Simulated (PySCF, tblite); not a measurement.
# C₇H₉FO: a rotation path, then NMR shifts on frames, part 2 of 2

tblite 0.8.0 and PySCF 2.14.0. Atoms count from 0.

**5. Nuclear shieldings: image 4, PBE0/pcSseg-1**

The job: settings as JSON, then the geometry in Å.

```
{"job": {"kind": "nmr", "xc": "PBE0", "basis": "pcSseg-1", "pop": false}, "charge": 0, "multiplicity": 1}
C      2.440700    -0.137700    -0.340900
C      1.283900     0.197000    -0.881200
C      0.008200     0.321700    -0.102400
C     -0.143100     1.690100     0.491400
O     -1.062300     2.147600     1.075000
F      0.960900     2.474100     0.302300
C     -1.299000    -0.102300    -0.824500
C     -1.665000    -1.024000     0.345400
C     -0.284000    -0.775700     0.963500
H      2.533400    -0.368100     0.708200
H      3.345500    -0.181100    -0.921100
H      1.210400     0.441500    -1.933100
H     -1.999100     0.706300    -1.020000
H     -1.088100    -0.632700    -1.749600
H     -2.482900    -0.641000     0.951200
H     -1.876000    -2.055400     0.070700
H     -0.283200    -0.432700     1.994800
H      0.391000    -1.621400     0.858500
```

Level: GIAO PBE0/pcSseg-1 NMR shielding, non-relativistic, gas phase.

The log of the run:

```text
coarse grid: 15360 points
cycle   1  E = -446.3981831541  dE =  1.430e+00  |g| = 9.268e-01  |ddm| = 3.881e+00
cycle   2  E = -445.9958504192  dE =  4.023e-01  |g| = 1.763e+00  |ddm| = 1.673e+00
cycle   3  E = -446.5512640420  dE = -5.554e-01  |g| = 2.604e-01  |ddm| = 1.231e+00
cycle   4  E = -446.5634302112  dE = -1.217e-02  |g| = 8.207e-02  |ddm| = 2.416e-01
cycle   5  E = -446.5643679106  dE = -9.377e-04  |g| = 2.396e-02  |ddm| = 5.581e-02
cycle   6  E = -446.5644857968  dE = -1.179e-04  |g| = 5.776e-03  |ddm| = 2.304e-02
cycle   7  E = -446.5644917801  dE = -5.983e-06  |g| = 1.814e-03  |ddm| = 5.970e-03
final grid: 149616 points
cycle   8  E = -446.6381221077  dE = -3.541e-05  |g| = 1.449e-02  |ddm| = 4.135e-02
cycle   9  E = -446.6380364960  dE =  8.561e-05  |g| = 2.567e-02  |ddm| = 2.991e-02
cycle  10  E = -446.6381644730  dE = -1.280e-04  |g| = 3.285e-03  |ddm| = 1.908e-02
cycle  11  E = -446.6381666512  dE = -2.178e-06  |g| = 3.999e-04  |ddm| = 2.448e-03
cycle  12  E = -446.6381666729  dE = -2.166e-08  |g| = 1.948e-04  |ddm| = 4.456e-04
cycle  13  E = -446.6381666793  dE = -6.460e-09  |g| = 4.205e-05  |ddm| = 1.525e-04
cycle  14  E = -446.6381666796  dE = -3.010e-10  |g| = 1.473e-05  |ddm| = 4.593e-05
converged SCF energy = -446.6381666796

GIAO shielding tensors (ppm)
atom      isotropic    diamagn.    paramagn.     s11        s22        s33       span
  0 C       60.855     254.400    -193.545    -57.470     69.942    170.095    227.565
  1 C       35.335     252.988    -217.653    -86.976     46.958    146.022    232.997
  2 C      140.560     254.956    -114.396    133.086    135.558    153.036     19.950
  3 C        8.533     250.092    -241.559   -117.953     44.580     98.972    216.925
  4 O      -95.602     402.144    -497.745   -341.247   -212.004    266.446    607.694
  5 F       97.059     477.062    -380.002   -133.591    200.478    224.291    357.882
  6 C      153.702     248.538     -94.835    136.985    147.069    177.053     40.068
  7 C      170.801     250.856     -80.056    160.502    168.945    182.956     22.454
  8 C      151.083     247.276     -96.193    126.259    148.626    178.365     52.106
  9 H       26.187      32.210      -6.023     21.655     25.704     31.201      9.546
 10 H       25.981      28.710      -2.729     22.968     25.562     29.414      6.446
 11 H       25.303      31.423      -6.120     22.950     24.821     28.136      5.186
 12 H       29.143      31.096      -1.953     26.643     26.781     34.007      7.364
 13 H       29.456      31.500      -2.044     26.179     27.912     34.275      8.096
 14 H       29.222      30.272      -1.050     26.261     26.939     34.466      8.205
 15 H       29.707      29.822      -0.115     26.077     26.722     36.322     10.245
 16 H       28.964      31.305      -2.341     26.270     27.226     33.395      7.125
 17 H       29.210      31.914      -2.704     25.635     28.703     33.292      7.658
```

It took 87 s on 1 thread of Intel Xeon at 2.50GHz, shared host; peak memory 0.9 GiB.

In short: δ C3 178.4, C1 151.6, C0 126.1, C2 46.4, H11 6.41, H10 5.74 ppm.

**6. NMR shieldings: image 6, PBE0/pcSseg-1**

The job: settings as JSON, then the geometry in Å.

```
{"job": {"kind": "nmr", "xc": "PBE0", "basis": "pcSseg-1", "pop": false}, "charge": 0, "multiplicity": 1}
C      2.452300    -0.151900    -0.283900
C      1.307500     0.194800    -0.841600
C      0.024000     0.302900    -0.071700
C     -0.116000     1.674500     0.511600
O     -0.678200     2.025500     1.488200
F      0.494000     2.619700    -0.267400
C     -1.278800    -0.076000    -0.833900
C     -1.677600    -1.012500     0.313800
C     -0.301700    -0.801700     0.960700
H      2.518700    -0.400500     0.762700
H      3.367800    -0.197400    -0.846200
H      1.252400     0.458300    -1.889700
H     -1.961300     0.745300    -1.041600
H     -1.052200    -0.593500    -1.763000
H     -2.495700    -0.629600     0.919800
H     -1.903700    -2.033200     0.013400
H     -0.320400    -0.459300     1.992200
H      0.359900    -1.659200     0.865100
```

Method: GIAO PBE0/pcSseg-1 NMR shielding, non-relativistic, gas phase.

The log of the run:

```text
coarse grid: 15360 points
cycle   1  E = -446.4027097478  dE =  1.432e+00  |g| = 9.218e-01  |ddm| = 3.883e+00
cycle   2  E = -446.0055946640  dE =  3.971e-01  |g| = 1.753e+00  |ddm| = 1.680e+00
cycle   3  E = -446.5539752887  dE = -5.484e-01  |g| = 2.576e-01  |ddm| = 1.240e+00
cycle   4  E = -446.5659287569  dE = -1.195e-02  |g| = 8.105e-02  |ddm| = 2.402e-01
cycle   5  E = -446.5668552695  dE = -9.265e-04  |g| = 2.382e-02  |ddm| = 5.686e-02
cycle   6  E = -446.5669723508  dE = -1.171e-04  |g| = 5.757e-03  |ddm| = 2.268e-02
cycle   7  E = -446.5669786470  dE = -6.296e-06  |g| = 1.710e-03  |ddm| = 5.836e-03
final grid: 149616 points
cycle   8  E = -446.6404618797  dE = -3.316e-05  |g| = 1.428e-02  |ddm| = 3.931e-02
cycle   9  E = -446.6403823767  dE =  7.950e-05  |g| = 2.503e-02  |ddm| = 2.890e-02
cycle  10  E = -446.6405024532  dE = -1.201e-04  |g| = 3.274e-03  |ddm| = 1.842e-02
cycle  11  E = -446.6405046121  dE = -2.159e-06  |g| = 3.981e-04  |ddm| = 2.445e-03
cycle  12  E = -446.6405046341  dE = -2.200e-08  |g| = 1.887e-04  |ddm| = 4.315e-04
cycle  13  E = -446.6405046404  dE = -6.367e-09  |g| = 3.596e-05  |ddm| = 1.511e-04
cycle  14  E = -446.6405046407  dE = -2.409e-10  |g| = 1.196e-05  |ddm| = 4.212e-05
converged SCF energy = -446.6405046407

GIAO shielding tensors (ppm)
atom      isotropic    diamagn.    paramagn.     s11        s22        s33       span
  0 C       62.802     254.578    -191.776    -54.048     72.116    170.337    224.385
  1 C       34.825     252.827    -218.001    -85.874     45.775    144.576    230.450
  2 C      140.628     254.612    -113.984    130.085    140.252    151.548     21.463
  3 C       10.642     250.757    -240.114   -112.831     41.951    102.808    215.639
  4 O      -99.592     402.159    -501.751   -344.069   -210.898    256.191    600.260
  5 F      122.927     477.569    -354.642    -93.766    197.250    265.298    359.064
  6 C      153.175     248.453     -95.278    136.734    143.954    178.839     42.106
  7 C      171.287     250.930     -79.643    161.226    168.451    184.184     22.958
  8 C      154.961     247.878     -92.917    134.401    152.403    178.080     43.679
  9 H       26.321      32.188      -5.867     22.081     25.481     31.400      9.320
 10 H       26.109      28.696      -2.587     23.176     25.504     29.645      6.469
 11 H       25.217      31.482      -6.265     22.678     25.125     27.850      5.172
 12 H       29.312      30.747      -1.435     26.271     27.203     34.463      8.192
 13 H       29.362      31.472      -2.109     26.034     28.052     34.000      7.967
 14 H       29.383      30.260      -0.877     26.350     27.004     34.794      8.444
 15 H       29.706      29.787      -0.081     26.093     26.627     36.399     10.307
 16 H       28.644      31.634      -2.990     26.297     26.737     32.898      6.600
 17 H       29.408      32.044      -2.636     25.865     28.609     33.749      7.884
```

Run time: 87 s. Hardware: 1 thread of Intel Xeon at 2.50GHz, shared host; peak memory 0.9 GiB.

In short: δ C3 176.3, C1 152.1, C0 124.1, C2 46.3, H11 6.50, H10 5.61 ppm.

**7. Nuclear shieldings: image 8, PBE0/pcSseg-1**

The job: settings as JSON, then the geometry in Å.

```
{"job": {"kind": "nmr", "xc": "PBE0", "basis": "pcSseg-1", "pop": false}, "charge": 0, "multiplicity": 1}
C      2.451100    -0.182500    -0.236300
C      1.325700     0.234900    -0.784600
C      0.008800     0.296900    -0.059200
C     -0.067700     1.675100     0.516600
O      0.015400     2.039400     1.635700
F     -0.231700     2.606200    -0.474100
C     -1.247700    -0.088500    -0.874000
C     -1.690800    -1.003400     0.277400
C     -0.333700    -0.798300     0.968800
H      2.496600    -0.515200     0.787100
H      3.372300    -0.209200    -0.792000
H      1.295000     0.588500    -1.806600
H     -1.916800     0.732800    -1.122400
H     -0.993900    -0.627300    -1.784700
H     -2.524300    -0.597900     0.846400
H     -1.919600    -2.027800    -0.006400
H     -0.370300    -0.455300     2.000300
H      0.322800    -1.661800     0.896400
```

Method: GIAO PBE0/pcSseg-1 NMR shielding, non-relativistic, gas phase.

The log of the run:

```text
coarse grid: 15360 points
cycle   1  E = -446.4063188400  dE =  1.435e+00  |g| = 9.199e-01  |ddm| = 3.881e+00
cycle   2  E = -446.0046196259  dE =  4.017e-01  |g| = 1.759e+00  |ddm| = 1.668e+00
cycle   3  E = -446.5567985201  dE = -5.522e-01  |g| = 2.573e-01  |ddm| = 1.232e+00
cycle   4  E = -446.5687768070  dE = -1.198e-02  |g| = 8.074e-02  |ddm| = 2.356e-01
cycle   5  E = -446.5697149793  dE = -9.382e-04  |g| = 2.318e-02  |ddm| = 5.597e-02
cycle   6  E = -446.5698260328  dE = -1.111e-04  |g| = 5.788e-03  |ddm| = 2.201e-02
cycle   7  E = -446.5698324549  dE = -6.422e-06  |g| = 1.661e-03  |ddm| = 5.680e-03
final grid: 149616 points
cycle   8  E = -446.6426303323  dE = -3.045e-05  |g| = 1.439e-02  |ddm| = 4.011e-02
cycle   9  E = -446.6425472871  dE =  8.305e-05  |g| = 2.547e-02  |ddm| = 2.918e-02
cycle  10  E = -446.6426713868  dE = -1.241e-04  |g| = 3.325e-03  |ddm| = 1.860e-02
cycle  11  E = -446.6426736379  dE = -2.251e-06  |g| = 3.876e-04  |ddm| = 2.469e-03
cycle  12  E = -446.6426736580  dE = -2.017e-08  |g| = 1.845e-04  |ddm| = 4.004e-04
cycle  13  E = -446.6426736641  dE = -6.092e-09  |g| = 3.389e-05  |ddm| = 1.489e-04
cycle  14  E = -446.6426736643  dE = -2.201e-10  |g| = 1.154e-05  |ddm| = 4.097e-05
converged SCF energy = -446.6426736643

GIAO shielding tensors (ppm)
atom      isotropic    diamagn.    paramagn.     s11        s22        s33       span
  0 C       61.178     254.670    -193.491    -55.776     68.012    171.298    227.074
  1 C       37.089     252.409    -215.320    -80.449     50.055    141.661    222.110
  2 C      137.788     253.386    -115.598    128.693    137.096    147.577     18.884
  3 C       12.150     252.028    -239.878   -110.011     39.300    107.162    217.173
  4 O     -103.145     401.473    -504.619   -353.770   -216.607    260.941    614.711
  5 F      137.006     478.620    -341.614    -85.084    216.409    279.693    364.777
  6 C      153.856     248.470     -94.614    134.120    147.074    180.373     46.253
  7 C      170.852     251.119     -80.267    161.472    167.899    183.184     21.712
  8 C      154.919     247.732     -92.813    139.364    144.972    180.422     41.058
  9 H       26.154      32.262      -6.108     22.018     25.306     31.139      9.120
 10 H       26.022      28.519      -2.497     23.206     25.280     29.581      6.375
 11 H       25.309      31.273      -5.964     22.810     24.738     28.380      5.570
 12 H       29.095      30.888      -1.793     25.685     27.508     34.094      8.409
 13 H       29.351      31.422      -2.070     26.137     28.131     33.786      7.649
 14 H       29.615      30.248      -0.632     26.709     26.954     35.183      8.474
 15 H       29.790      29.754       0.035     26.312     26.440     36.617     10.305
 16 H       28.594      31.611      -3.017     25.990     26.646     33.144      7.154
 17 H       29.409      32.157      -2.748     26.015     28.633     33.579      7.565
```

Run time: 87 s. Hardware: 1 thread of Intel Xeon at 2.50GHz, shared host; peak memory 0.91 GiB.

Key values: δ C3 174.8, C1 149.8, C0 125.7, C2 49.1, H11 6.41, H10 5.69 ppm.

**8. Comparing the runs: NMR shifts**

Shifts (ppm) of some atoms, chosen among heavy atoms and hydrogens apart, with basis size and wall time:

```tsv
frame	C0	C8	C6	H12	H16	O4	F5	functions	time
image 0	128.4	35.4	31.5	2.95	2.92	451.6	24.5	198	88 s
image 2	128.9	36.3	29.8	3.01	2.69	445.1	37.1	198	84 s
image 4	126.1	35.8	33.2	2.57	2.75	431.7	73.9	198	87 s
image 6	124.1	32.0	33.7	2.40	3.07	435.7	48.0	198	87 s
image 8	125.7	32.0	33.1	2.62	3.12	439.2	33.9	198	87 s
```

**9. Outcome**

This closing draws on all 2 parts.

| quantity | value |
| --- | --- |
| barrier | 0.075 eV (1.7 kcal/mol) at image 4 |
| end to end (GFN2-xTB) | -0.001 eV |
| 13C shifts against TMS (PBE0/pcSseg-1, image 0) | 174.5, 149.9, 128.4, 49.2, 35.4, 31.5, 16.0 ppm |
| 1H shifts against TMS (PBE0/pcSseg-1, image 0) | 6.30, 5.81, 5.79, 2.95, 2.92, 2.47, 2.24, 2.08, 1.93 ppm |
| 17O shifts against H2O (PBE0/pcSseg-1, image 0) | 451.6 ppm |
| 19F shifts against CFCl3 (PBE0/pcSseg-1, image 0) | 24.5 ppm |
| range of the shift of F5 | 24.5 to 73.9 ppm |

Along the band the dihedral turns by 146°, and the top (dihedral 127°) lies 1.7 kcal/mol above the start (GFN2-xTB, rough), so at room temperature this motion is fast. The top was not checked by a frequency run. Shifts at one fixed geometry are not the observed spectrum, which averages over the motion. In the first frame run (image 0): The widest tensor belongs to O4: span 655 ppm, with a paramagnetic part of -517 ppm. In ppm, F5 moves most: its shift spreads over 49.4 ppm, from 24.5 (image 0) to 73.9 (image 4).
